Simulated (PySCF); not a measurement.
**One shape, several levels: HBr (hydrogen bromide)**

We compute a comparison of 6 runs (B2PLYP/SBKJC, PBE/SBKJC, UPBE0/SBKJC, r2SCAN/SBKJC, CCSDT(Q)/SBKJC, CCSDT/SBKJC) of HBr (hydrogen bromide). Input form: a Python script.

Program for the calculation: PySCF 2.14.0.

12 further runs of the same task are left out: 3 that didn't finish, 9 set aside as unsound or not needed.

## (1) The system as given

The species is HBr (2 atoms), meant as a singlet with charge 0. SMILES: `Br`. The Br1–H2 distance was set to 1.705 Å, away from the relaxed value.

Bond lengths: Br1–H2 1.705 Å.

## (2) A single-point energy at B2PLYP/SBKJC (core potential) (run 1)

Input file input.py:

```python
from pyscf import gto, dft, mp

system = gto.M(
    atom='''
Br    -1.595940     0.576657    -0.807072
H      1.139921    -0.411885     0.576461
''',
    verbose=3,
    unit='bohr',
    ecp={'Br': 'sbkjc'},
    max_memory=1860,
    basis='sbkjc',
)

mf = dft.RKS(system, xc='0.53*HF + 0.47*B88, 0.73*LYP')
mf.grids.level = 5
mf.conv_tol = 1e-10
mf.kernel()
if not mf.converged:
    mf = mf.newton().run(mf.mo_coeff, mf.mo_occ)

pt = mp.MP2(mf).run()
energy = mf.e_tot + 0.27 * pt.e_corr
print('PT2 part  %.8f' % (0.27 * pt.e_corr))
print('E(%s) = %.9f' % ('B2PLYP', energy))
```

Launch:

```bash
OMP_NUM_THREADS=1 python input.py
```

Output:

```text
converged SCF energy = -13.8410476632038
E(RMP2) = -13.889920260531  E_corr = -0.0488725973271835
E(SCS-RMP2) = -13.8945807616696  E_corr = -0.0535330984657293
PT2 part  -0.01319560
E(B2PLYP) = -13.854243264
```

It took 1.2 s on 1 thread of Arm Neoverse V1, shared host; peak memory 0.15 GiB.

## (3) A single-point energy at PBE/SBKJC (core potential) (run 2)

Input file job.py:

```python
from pyscf import gto, dft

molecule = gto.M(
    atom=[
    ('Br', (-0.844535, 0.305154, -0.427084)),
    ('H', (0.603220, -0.217960, 0.305050)),
],
    spin=0,
    basis='sbkjc',
    ecp={'Br': 'sbkjc'},
    charge=0,
    max_memory=1860,
    verbose=3,
)

mf = dft.RKS(molecule)
mf.xc = 'pbe'
mf.conv_tol = 1e-10
mf.grids.level = 5
mf.kernel()
if not mf.converged:
    mf = mf.newton().run(mf.mo_coeff, mf.mo_occ)

e_tot = mf.e_tot
print('Final energy', e_tot)
```

Launch:

```bash
OMP_NUM_THREADS=1 python job.py
```

Output:

```text
converged SCF energy = -13.9454697159829
Final energy -13.945469715982922
```

Run time: 1.1 s. Hardware: 1 thread of Arm Neoverse V1, shared host; peak memory 0.14 GiB.

Run 3 isn't shown in full; the table further down has it.

## (4) A single-point energy at r2SCAN/SBKJC (core potential) (run 4)

Input file run.py:

```python
from pyscf import gto, dft

mol = gto.M(
    atom='''
Br  -0.844535   0.305154  -0.427084
H    0.603220  -0.217960   0.305050
''',
    ecp={'Br': 'sbkjc'},
    verbose=4,
    spin=0,
    basis='sbkjc',
    max_memory=1860,
)

mf = dft.RKS(mol, xc='r2scan')
mf.conv_tol = 1e-10
mf.grids.level = 5
mf.kernel()
if not mf.converged:
    mf = mf.newton().run(mf.mo_coeff, mf.mo_occ)

etot = mf.e_tot
print('E(%s) = %.9f' % ('R2SCAN', etot))
```

Launch:

```bash
OMP_NUM_THREADS=1 python run.py
```

Output:

```text
PySCF version 2.14.0

[INPUT] num. atoms = 2
[INPUT] num. electrons = 8
[INPUT] charge = 0
[INPUT] spin (= nelec alpha-beta = 2S) = 0
[INPUT] symmetry False subgroup None
[INPUT] Mole.unit = angstrom
[INPUT] Symbol           X                Y                Z      unit          X                Y                Z       unit  Magmom
[INPUT]  1 Br    -0.844535000000   0.305154000000  -0.427084000000 AA   -1.595939852610   0.576657485816  -0.807071792184 Bohr   0.0
[INPUT]  2 H      0.603220000000  -0.217960000000   0.305050000000 AA    1.139920592860  -0.411884706110   0.576460954299 Bohr   0.0

nuclear repulsion = 2.17308418945393
number of shells = 6
number of NR pGTOs = 23
number of NR cGTOs = 10
basis = sbkjc
ecp = {'Br': 'sbkjc'}

******** <class 'pyscf.dft.rks.RKS'> ********
method = RKS
initial guess = minao
damping factor = 0
level_shift factor = 0
DIIS = <class 'pyscf.scf.diis.CDIIS'>
diis_start_cycle = 1
diis_space = 8
diis_damp = 0
SCF conv_tol = 1e-10
SCF conv_tol_grad = None
SCF max_cycles = 50
direct_scf = True
direct_scf_tol = 1e-13
XC library pyscf.dft.libxc version 7.0.0
    S. Lehtola, C. Steigemann, M. J.T. Oliveira, and M. A.L. Marques.,  SoftwareX 7, 1–5 (2018)
XC functionals = r2scan
    J. W. Furness, A. D. Kaplan, J. Ning, J. P. Perdew, and J. Sun.,  J. Phys. Chem. Lett. 11, 8208-8215 (2020)
    J. W. Furness, A. D. Kaplan, J. Ning, J. P. Perdew, and J. Sun.,  J. Phys. Chem. Lett. 11, 9248-9248 (2020)
    J. W. Furness, A. D. Kaplan, J. Ning, J. P. Perdew, and J. Sun.,  J. Phys. Chem. Lett. 11, 8208-8215 (2020)
    J. W. Furness, A. D. Kaplan, J. Ning, J. P. Perdew, and J. Sun.,  J. Phys. Chem. Lett. 11, 9248-9248 (2020)
radial grids:
    Treutler-Ahlrichs [JCP 102, 346 (1995); DOI:10.1063/1.469408] (M4) radial grids

becke partition: Becke, JCP 88, 2547 (1988); DOI:10.1063/1.454033
pruning grids: <function nwchem_prune>
grids dens level: 5
symmetrized grids: False
atomic radii adjust function: <function treutler_atomic_radii_adjust>
small_rho_cutoff = 0
Set gradient conv threshold to 1e-05
Initial guess from minao.
tot grids = 68280
init E= -13.6430039292131
  HOMO = -0.162578362649432  LUMO = 0.00503383263454737  gap/eV = 4.56096
cycle= 1 E= -13.9188114689992  delta_E= -0.276  |g|= 0.264  |ddm|= 2.13
  HOMO = -0.355718266406962  LUMO = -0.12109210692033  gap/eV = 6.38450
cycle= 2 E= -13.9088437735881  delta_E= 0.00997  |g|= 0.275  |ddm|= 0.896
  HOMO = -0.282507306309257  LUMO = -0.112561639947254  gap/eV = 4.62446
cycle= 3 E= -13.9505831114436  delta_E= -0.0417  |g|= 0.0365  |ddm|= 0.524
  HOMO = -0.28008695190077  LUMO = -0.103779914820415  gap/eV = 4.79756
cycle= 4 E= -13.9514073158376  delta_E= -0.000824  |g|= 0.000437  |ddm|= 0.0671
  HOMO = -0.280443933501256  LUMO = -0.104359954498105  gap/eV = 4.79149
cycle= 5 E= -13.9514074312198  delta_E= -1.15e-07  |g|= 5.68e-05  |ddm|= 0.00117
  HOMO = -0.280460636406285  LUMO = -0.104369430289479  gap/eV = 4.79169
cycle= 6 E= -13.9514074328734  delta_E= -1.65e-09  |g|= 1.87e-06  |ddm|= 8.75e-05
  HOMO = -0.280460244594733  LUMO = -0.104368505850814  gap/eV = 4.79170
cycle= 7 E= -13.9514074328753  delta_E= -1.89e-12  |g|= 2e-07  |ddm|= 2.53e-06
  HOMO = -0.280460330627456  LUMO = -0.104368556916281  gap/eV = 4.79170
Extra cycle  E= -13.9514074328753  delta_E=    0  |g|= 2.46e-07  |ddm|= 7.32e-07
converged SCF energy = -13.9514074328753
E(R2SCAN) = -13.951407433
```

Wall time 1.3 s (1 thread of Arm Neoverse V1, shared host); peak memory 0.15 GiB.

Run 5 isn't shown in full; the table further down has it.

## (5) The energy at CCSDT/SBKJC (core potential) (run 6)

Input file calc.py:

```python
from pyscf import gto, cc

mol = gto.M(
    atom='Br -0.844535 0.305154 -0.427084; H 0.603220 -0.217960 0.305050',
    verbose=3,
    max_memory=1860,
    basis='sbkjc',
    ecp={'Br': 'sbkjc'},
    charge=0,
)

mf = mol.RHF()
mf.conv_tol = 1e-10
mf.kernel()
if not mf.converged:
    mf = mf.newton().run(mf.mo_coeff, mf.mo_occ)

mycc = cc.CCSDT(mf)
mycc.kernel()
etot = mycc.e_tot
print('Final energy', etot)
```

Launch:

```bash
OMP_NUM_THREADS=1 python calc.py
```

Output:

```text
converged SCF energy = -13.682807068404
_make_eris_incore_RCCSDT

WARN: A large `blksize` is being used, which may cause large memory consumption
      for storing contraction intermediates. If memory is sufficient, consider using
      `pyscf.cc.rccsdt_highm.RCCSDT` instead.

WARN: A large `blksize_oovv` is being used, which may cause large memory consumption
      for storing contraction intermediates. If memory is sufficient, consider using
      `pyscf.cc.rccsdt_highm.RCCSDT` instead.

WARN: A large `blksize_oooo` is being used, which may cause large memory consumption
      for storing contraction intermediates. If memory is sufficient, consider using
      `pyscf.cc.rccsdt_highm.RCCSDT` instead.

RCCSDT converged
E(RCCSDT) = -13.7338909827629   E_corr = -0.05108391435890289
E_corr(same-spin) = -0.00459899239318317
E_corr(oppo-spin) = -0.0464849219657197
Final energy -13.733890982762901
```

It took 0.87 s on 1 thread of Arm Neoverse V1, shared host; peak memory 0.12 GiB.

## (6) Overview of the runs

| run | level | frozen core orbitals | follow instability | energy (Eh) | dipole moment (D) of the reference | HOMO energy (eV) | LUMO energy (eV) | wall time |
| --- | --- | --- | --- | --- | --- | --- | --- | --- |
| 1 | B2PLYP/SBKJC (core potential) | 0 | – | -13.854243 | 1.41 | -9.80 | -0.62 | 1.2 s |
| 2 | PBE/SBKJC (core potential) | – | – | -13.945470 | 1.39 | -7.31 | -2.97 | 1.1 s |
| 3 | UPBE0/SBKJC (core potential) | – | yes | -13.941742 | 1.44 | -8.65 | -1.99 | 2.3 s |
| 4 | r2SCAN/SBKJC (core potential) | – | – | -13.951407 | 1.43 | -7.63 | -2.84 | 1.3 s |
| 5 | CCSDT(Q)/SBKJC (core potential) | 0 | – | -13.733899 | 1.47 | -11.76 | 1.69 | 0.84 s |
| 6 | CCSDT/SBKJC (core potential) | 0 | – | -13.733891 | 1.47 | -11.76 | 1.69 | 0.87 s |

## (7) Results

| quantity | value |
| --- | --- |
| run 6: total energy | -13.73389 Eh |
| run 6: dipole moment (Hartree–Fock density) | 1.47 D |
| run 6: HOMO energy (Hartree–Fock orbitals) | -11.76 eV |
| run 6: LUMO energy (Hartree–Fock orbitals) | 1.69 eV |
| run 6: HOMO–LUMO gap (Hartree–Fock orbitals) | 13.45 eV |
| run 6: correlation energy | -51.1 mEh |
| run 6: T1 diagnostic | 0.009 |

What this shows: Over runs 1, 2, 3, 4 the dipole moment (its size) runs from 1.39 D (PBE/SBKJC) to 1.44 D (UPBE0/SBKJC). Over runs 1, 2, 3, 4 the HOMO–LUMO gap runs from 4.33 eV (PBE/SBKJC) to 9.18 eV (B2PLYP/SBKJC). A double hybrid's value is that of its SCF part. Totals of different functionals can't be ranked against each other. All runs together took 7.5 s, the longest 2.3 s.
